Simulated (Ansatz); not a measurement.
# Cl2H2Sn: reaction (reductive elimination), part 2 of 2

How high is the barrier for the reaction (reductive elimination)? Relax the two ends, then run a nudged elastic band between them. Meant to form: Cl2–H3; to break: Sn1–Cl2, Sn1–H3. The start is a guess near the saddle point, from which both ends are pulled out.

Ansatz 0.2.0; RKS LDA/def2-SVP. The steps go on from the part before.

### 8 Frequencies at the highest image

The geometry is the highest inner image of the first converged band.

The input, input.yaml:

```yaml
crystal:
  periodic: [false, false, false]
  atoms:
    - { symbol: Sn, position_ang: [0.28089, 0.083287, -0.406267] }
    - { symbol: Cl, position_ang: [1.234897, -0.037041, 1.999915] }
    - { symbol: H, position_ang: [1.899927, -0.09157, 0.330729] }
    - { symbol: H, position_ang: [-0.899724, 1.347903, -0.26587] }
    - { symbol: Cl, position_ang: [-1.038988, -1.849378, -0.613206] }
basis:
  gaussian: { orbitals: def2-SVP }
hamiltonian:
  xc: lda
phonons: {}
```

Run with:

```console
$ ansatz run input.yaml --threads 1 --pin off --max-ram 2048MiB --backend cpu --events-out ev --progress --plain --runs-dir out
```

The program printed (excerpt; [...] marks lines left out):

```text
Warning: RAYON_NUM_THREADS=1 ignored (pool sized by the plan → 1); use --threads N
[...]
Functional definition: SPW92
[...]
797 factors; their error is unknown
[...]
mean field -30810.93091062 eV, -1132.2808265663 hartree, gradient 4.8e-5 eV, S^2 0.000000; 0 other end points of the search recorded, 0 dependent functions left out
[...]
reference -30810.93094251 eV, -1132.2808277380 hartree; 29, 29 occupied and 43, 43 virtual orbitals, 797 factors
[...]
797 factors; their error is unknown
[...]
mean field -30810.93084669 eV, -1132.2808242169 hartree, gradient 8.5e-7 eV, S^2 0.000000; 0 other end points of the search recorded, 0 dependent functions left out
[...]
reference -30810.93087858 eV, -1132.2808253886 hartree; 29, 29 occupied and 43, 43 virtual orbitals, 797 factors
[...]
797 factors; their error is unknown
mean field -30810.93084692 eV, -1132.2808242253 hartree, gradient 1.1e-6 eV, S^2 0.000000; 0 other end points of the search recorded, 0 dependent functions left out
[...]
797 factors; their error is unknown
[...]
mean field -30810.93090863 eV, -1132.2808264929 hartree, gradient 1.9e-6 eV, S^2 0.000000; 0 other end points of the search recorded, 0 dependent functions left out
[...]
reference -30810.93094051 eV, -1132.2808276647 hartree; 29, 29 occupied and 43, 43 virtual orbitals, 797 factors
WARN: phonons: modes at or below zero, which the zero-point energy, F, S and C_V leave out: 1, the lowest at -802.43 cm⁻¹. A minimum has none, and a first-order saddle one
Total energy: -30810.93094251 eV, -1132.2808277380 hartree
Atom 0 at     0.280890     0.083287    -0.406267 Å, force    -0.000035     0.000719    -0.000092 eV/Å
Atom 1 at     1.234897    -0.037041     1.999915 Å, force    -0.000053    -0.000144    -0.000159 eV/Å
Atom 2 at     1.899927    -0.091570     0.330729 Å, force    -0.000006    -0.000121     0.000131 eV/Å
Atom 3 at    -0.899724     1.347903    -0.265870 Å, force     0.000134    -0.000081    -0.000041 eV/Å
Atom 4 at    -1.038988    -1.849378    -0.613206 Å, force    -0.000041    -0.000373     0.000162 eV/Å
Dipole moment:     0.141824     0.362989    -0.348058 e Å
Vibrations: -802.43 87.02 297.27 373.28 447.63 483.54 588.57 1585.87 1801.77 cm⁻¹, zero-point energy 0.351182 eV
```

Wall time 27 s (1 thread of Arm Neoverse V1, shared host); peak memory 0.1 GiB.

Of 9 modes, 1 is imaginary by more than 30 cm⁻¹ (802i cm⁻¹).

### 9 A trajectory let go at the top

It starts at the highest inner image of the first converged band: 200 steps of 0.5 fs at constant energy, with velocities drawn for 300 K.

Changes to input.yaml since step 8:

```diff
@@ -12,2 +12,8 @@
   xc: lda
-phonons: {}
+md:
+  timestep: 0.5
+  n_steps: 200
+  ensemble: nve
+  temperature: 300.0
+  initial_velocities: maxwell_boltzmann
+  seed: 3789
```

Run with:

```console
$ ansatz run input.yaml --threads 1 --pin off --max-ram 2048MiB --backend cpu --events-out ev --progress --plain --runs-dir out
```

The program printed (excerpt; [...] marks lines left out):

```text
Warning: RAYON_NUM_THREADS=1 ignored (pool sized by the plan → 1); use --threads N
[...]
[... 1 set-up line as earlier in the session ...]
[...]
797 factors; their error is unknown
[...]
mean field -30810.93091062 eV, -1132.2808265663 hartree, gradient 4.8e-5 eV, S^2 0.000000; 0 other end points of the search recorded, 0 dependent functions left out
[...]
reference -30810.93094251 eV, -1132.2808277380 hartree; 29, 29 occupied and 43, 43 virtual orbitals, 797 factors
md step     0: t =     0.00 fs  T =   300.0 K  F+E_penalty+E_count = -30810.93091062 eV  E_kin = 0.116334 eV  conserved = -30810.81457662 eV  (25 SCF iters)
[...]
md step    24: t =    12.00 fs  T =    99.1 K  F+E_penalty+E_count = -30810.85291089 eV  E_kin = 0.038443 eV  conserved = -30810.81446836 eV  (24 SCF iters)
[...]
md step    48: t =    24.00 fs  T =   256.4 K  F+E_penalty+E_count = -30810.91383698 eV  E_kin = 0.099417 eV  conserved = -30810.81442022 eV  (25 SCF iters)
[...]
md step    72: t =    36.00 fs  T =  2665.3 K  F+E_penalty+E_count = -30811.84852593 eV  E_kin = 1.033552 eV  conserved = -30810.81497378 eV  (23 SCF iters)
[...]
md step    96: t =    48.00 fs  T =  2034.1 K  F+E_penalty+E_count = -30811.60346416 eV  E_kin = 0.788775 eV  conserved = -30810.81468920 eV  (26 SCF iters)
md step    97: t =    48.50 fs  T =  1918.7 K  F+E_penalty+E_count = -30811.55869063 eV  E_kin = 0.744042 eV  conserved = -30810.81464822 eV  (26 SCF iters)
md step    98: t =    49.00 fs  T =  1809.2 K  F+E_penalty+E_count = -30811.51618877 eV  E_kin = 0.701577 eV  conserved = -30810.81461157 eV  (27 SCF iters)
```

### 10 More of the same log: dynamics from the highest image of the converged band

The log, continued (excerpt; [...] marks lines left out):

```text
md step    99: t =    49.50 fs  T =  1706.8 K  F+E_penalty+E_count = -30811.47645364 eV  E_kin = 0.661874 eV  conserved = -30810.81457926 eV  (24 SCF iters)
[...]
md step   124: t =    62.00 fs  T =  2224.3 K  F+E_penalty+E_count = -30811.67761850 eV  E_kin = 0.862545 eV  conserved = -30810.81507338 eV  (24 SCF iters)
[...]
md step   149: t =    74.50 fs  T =  1808.7 K  F+E_penalty+E_count = -30811.51597520 eV  E_kin = 0.701360 eV  conserved = -30810.81461494 eV  (24 SCF iters)
[...]
md step   174: t =    87.00 fs  T =  2205.5 K  F+E_penalty+E_count = -30811.66986528 eV  E_kin = 0.855229 eV  conserved = -30810.81463580 eV  (26 SCF iters)
[...]
md step   199: t =    99.50 fs  T =  1608.9 K  F+E_penalty+E_count = -30811.43857070 eV  E_kin = 0.623897 eV  conserved = -30810.81467393 eV  (24 SCF iters)
[...]
md step   200: t =   100.00 fs  T =  1510.2 K  F+E_penalty+E_count = -30811.40026288 eV  E_kin = 0.585623 eV  conserved = -30810.81463950 eV  (25 SCF iters)
Total energy: -30811.40029577 eV, -1132.2980761525 hartree
Atom 0 at     0.298402     0.076451    -0.357262 Å, force     0.602546     0.235173    -0.195189 eV/Å
Atom 1 at     1.200167    -0.041477     1.928486 Å, force    -0.816457     0.252851    -1.307472 eV/Å
Atom 2 at     1.717405     0.610138    -1.299921 Å, force    -0.102632    -0.769626     0.475474 eV/Å
Atom 3 at    -0.824703     0.921475    -1.402008 Å, force    -0.206026     0.500959     0.868483 eV/Å
Atom 4 at    -1.059842    -1.829879    -0.627205 Å, force     0.522569    -0.219358     0.158704 eV/Å
Dipole moment:     0.067093     0.322393    -0.259358 e Å
```

It took 4.1 min on 1 thread of Arm Neoverse V1, shared host; peak memory 0.12 GiB.

### 11 Frames and traces

The trajectory, every 8 steps (energies from step 0):

```tsv
time (fs)	T (K)	potential energy change (meV/atom)	total energy change (meV/atom)	Cl2–H3 (Å)	Sn1–Cl2 (Å)
0.0	300	0.0	0.00	1.80	2.59
4.0	248	4.0	0.02	1.81	2.58
8.0	203	7.5	0.00	1.84	2.57
12.0	99	15.6	0.02	1.86	2.56
16.0	74	17.5	0.02	1.89	2.55
20.0	108	14.9	0.02	1.92	2.54
24.0	256	3.4	0.03	1.99	2.53
28.0	649	-27.0	0.04	2.14	2.51
32.0	1426	-87.3	0.05	2.39	2.50
36.0	2665	-183.5	-0.08	2.78	2.48
40.0	3332	-235.2	-0.13	3.22	2.46
44.0	2969	-207.1	-0.10	3.60	2.43
48.0	2034	-134.5	-0.02	3.82	2.39
52.0	1335	-80.2	0.02	3.87	2.35
56.0	1362	-82.3	0.03	3.81	2.31
60.0	2021	-133.5	-0.09	3.76	2.27
64.0	2248	-151.1	-0.07	3.69	2.24
68.0	2148	-143.4	-0.04	3.53	2.22
72.0	2027	-134.0	-0.08	3.28	2.21
76.0	1741	-111.7	0.03	3.01	2.22
80.0	2009	-132.6	-0.08	2.79	2.25
84.0	2076	-137.7	-0.02	2.67	2.28
88.0	2299	-155.0	-0.02	2.69	2.33
92.0	2619	-180.0	-0.09	2.83	2.38
96.0	2256	-151.7	-0.04	3.08	2.42
100.0	1510	-93.9	-0.01	3.33	2.46
```

time (fs), T (K) and a bar:
```
      0.0        300 ##
      4.5        242 ##
      8.5        193 #
     13.0         80 
     17.5         87 
     21.5        134 #
     26.0        426 ###
     30.5       1063 #########
     35.0       2358 #####################
     39.0       3268 ##############################
     43.5       3060 ############################
     48.0       2034 ##################
     52.0       1335 ############
     56.5       1425 #############
     61.0       2148 ###################
     65.0       2222 ####################
     69.5       2127 ###################
     74.0       1852 #################
     78.5       1887 #################
     82.5       2074 ###################
     87.0       2205 ####################
     91.5       2607 ########################
     95.5       2335 #####################
    100.0       1510 #############
```

The last frame stands with the bonds of end A.

### 12 Dynamics from the top

It starts at the highest inner image of the first converged band: 200 steps of 0.5 fs at constant energy, with velocities drawn for 100 K.

Changes to input.yaml since step 9:

```diff
@@ -16,4 +16,4 @@
   ensemble: nve
-  temperature: 300.0
+  temperature: 100.0
   initial_velocities: maxwell_boltzmann
-  seed: 3789
+  seed: 3790
```

Run with:

```console
$ ansatz run input.yaml --threads 1 --pin off --max-ram 2048MiB --backend cpu --events-out ev --progress --plain --runs-dir out
```

The program printed (excerpt; [...] marks lines left out):

```text
Warning: RAYON_NUM_THREADS=1 ignored (pool sized by the plan → 1); use --threads N
[...]
[... 1 set-up line as earlier in the session ...]
[...]
797 factors; their error is unknown
[...]
mean field -30810.93091062 eV, -1132.2808265663 hartree, gradient 4.8e-5 eV, S^2 0.000000; 0 other end points of the search recorded, 0 dependent functions left out
[...]
reference -30810.93094251 eV, -1132.2808277380 hartree; 29, 29 occupied and 43, 43 virtual orbitals, 797 factors
md step     0: t =     0.00 fs  T =   100.0 K  F+E_penalty+E_count = -30810.93091062 eV  E_kin = 0.038778 eV  conserved = -30810.89213262 eV  (25 SCF iters)
[...]
md step    24: t =    12.00 fs  T =   249.7 K  F+E_penalty+E_count = -30810.98892038 eV  E_kin = 0.096833 eV  conserved = -30810.89208722 eV  (27 SCF iters)
[...]
md step    48: t =    24.00 fs  T =   746.8 K  F+E_penalty+E_count = -30811.18193646 eV  E_kin = 0.289585 eV  conserved = -30810.89235183 eV  (24 SCF iters)
[...]
md step    72: t =    36.00 fs  T =  1330.1 K  F+E_penalty+E_count = -30811.40864961 eV  E_kin = 0.515783 eV  conserved = -30810.89286623 eV  (24 SCF iters)
[...]
md step    96: t =    48.00 fs  T =  1348.7 K  F+E_penalty+E_count = -30811.41579155 eV  E_kin = 0.522989 eV  conserved = -30810.89280277 eV  (24 SCF iters)
md step    97: t =    48.50 fs  T =  1282.3 K  F+E_penalty+E_count = -30811.38974054 eV  E_kin = 0.497264 eV  conserved = -30810.89247617 eV  (24 SCF iters)
md step    98: t =    49.00 fs  T =  1211.0 K  F+E_penalty+E_count = -30811.36179546 eV  E_kin = 0.469617 eV  conserved = -30810.89217820 eV  (24 SCF iters)
```

### 13 More of the same log: dynamics from the highest image of the converged band

The log, continued (excerpt; [...] marks lines left out):

```text
md step    99: t =    49.50 fs  T =  1146.8 K  F+E_penalty+E_count = -30811.33666574 eV  E_kin = 0.444718 eV  conserved = -30810.89194812 eV  (24 SCF iters)
[...]
md step   124: t =    62.00 fs  T =   851.5 K  F+E_penalty+E_count = -30811.22201053 eV  E_kin = 0.330197 eV  conserved = -30810.89181306 eV  (24 SCF iters)
[...]
md step   149: t =    74.50 fs  T =   712.0 K  F+E_penalty+E_count = -30811.16783810 eV  E_kin = 0.276104 eV  conserved = -30810.89173453 eV  (24 SCF iters)
[...]
md step   174: t =    87.00 fs  T =   761.8 K  F+E_penalty+E_count = -30811.18710299 eV  E_kin = 0.295418 eV  conserved = -30810.89168484 eV  (24 SCF iters)
[...]
md step   199: t =    99.50 fs  T =   873.6 K  F+E_penalty+E_count = -30811.23058109 eV  E_kin = 0.338770 eV  conserved = -30810.89181071 eV  (24 SCF iters)
[...]
md step   200: t =   100.00 fs  T =   919.9 K  F+E_penalty+E_count = -30811.24873998 eV  E_kin = 0.356722 eV  conserved = -30810.89201786 eV  (25 SCF iters)
Total energy: -30811.24877217 eV, -1132.2925077626 hartree
Atom 0 at     0.209755     0.131024    -0.639584 Å, force     0.288845     0.395149     0.432958 eV/Å
Atom 1 at     1.438323    -0.116770     2.568345 Å, force     0.440922    -1.836045    -0.351509 eV/Å
Atom 2 at     1.821306    -1.444279     2.545712 Å, force    -0.547210     1.840736     0.005816 eV/Å
Atom 3 at    -0.878459     1.020897     0.497739 Å, force     0.025134    -0.018595    -0.124117 eV/Å
Atom 4 at    -1.002575    -1.881744    -0.485033 Å, force    -0.207692    -0.381245     0.036853 eV/Å
Dipole moment:     0.466412     0.041229     0.155773 e Å
```

Wall time 3.8 min (1 thread of Arm Neoverse V1, shared host); peak memory 0.12 GiB.

### 14 Frames and traces

The trajectory, every 11 steps (energies from step 0):

```tsv
time (fs)	T (K)	potential energy change (meV/atom)	total energy change (meV/atom)	Cl2–H3 (Å)	Sn1–Cl2 (Å)
0.0	100	0.0	0.00	1.80	2.59
5.5	85	1.1	0.01	1.73	2.59
11.0	211	-8.6	0.01	1.60	2.59
16.5	406	-23.8	-0.05	1.36	2.59
22.0	739	-49.7	-0.12	1.34	2.62
27.5	838	-57.2	0.04	1.40	2.65
33.0	1104	-77.7	0.11	1.24	2.70
38.5	1139	-80.5	0.08	1.40	2.75
44.0	1276	-91.1	0.10	1.24	2.81
49.5	1147	-81.2	0.04	1.40	2.87
55.0	1199	-85.4	-0.15	1.27	2.93
60.5	1047	-73.6	-0.08	1.36	2.99
66.0	1028	-72.1	-0.19	1.32	3.06
71.5	996	-69.7	-0.22	1.31	3.12
77.0	874	-60.1	-0.06	1.37	3.19
82.5	919	-63.7	-0.12	1.26	3.25
88.0	828	-56.4	0.05	1.39	3.31
93.5	907	-62.5	0.10	1.23	3.38
99.0	850	-58.0	0.08	1.40	3.43
100.0	920	-63.6	0.02	1.38	3.44
```

time (fs), T (K) and a bar:
```
      0.0        100 
      4.5         82 
      8.5        134 #
     13.0        294 #####
     17.5        397 #######
     21.5        694 ##############
     26.0        707 ###############
     30.5       1163 #########################
     35.0       1361 ##############################
     39.0       1159 #########################
     43.5       1329 #############################
     48.0       1349 ##############################
     52.0       1139 #########################
     56.5       1014 ######################
     61.0        975 #####################
     65.0        960 #####################
     69.5        827 #################
     74.0        748 ################
     78.5        989 #####################
     82.5        919 ####################
     87.0        762 ################
     91.5       1002 ######################
     95.5       1112 ########################
    100.0        920 ####################
```

Bonds that form or break, judged by distance (formed within 1.15 times the sum of covalent radii and held on average over 12 fs, broken when stretched by half; pairs already stretched at the start don't count as bonds):

```tsv
time (fs)	bond	event
14.0	Cl2–H3	forms
29.5	Sn1–H3	breaks
```

The last frame stands with a bonding of neither end.

### 15 Outcome

This closing draws on all 2 parts.

| quantity | value |
| --- | --- |
| end A | 5 moves, 0.446 eV lower |
| end B | 30 moves, 0.729 eV lower |
| barrier forwards | 1.433 eV |
| barrier backwards | 1.037 eV |
| second end relative to first | +0.396 eV |
| highest image | 2 of 0 to 6, climbing |
| band iterations | 16 |
| imaginary modes at the top | 802i cm⁻¹ |
| trajectory at 300 K, after 100 fs | with the bonds of end A, at 1510 K |
| trajectory at 100 K, after 100 fs | with a bonding of neither end, at 920 K |

**Reading.** Along this path the system climbs 1.43 eV from the first end (55 kT at 300 K); with a typical attempt rate of 10^13 per second that is roughly 10^-11 events a second. Going back costs 1.04 eV, since the second end is 0.40 eV above the first. By distance, end A alone has Sn1–H3 and end B alone has Cl2–H3, H3–Cl5. One imaginary mode, as a first-order saddle point has. Zero-point energy and entropy are left out. Semilocal functionals tend to give barriers that are too low.
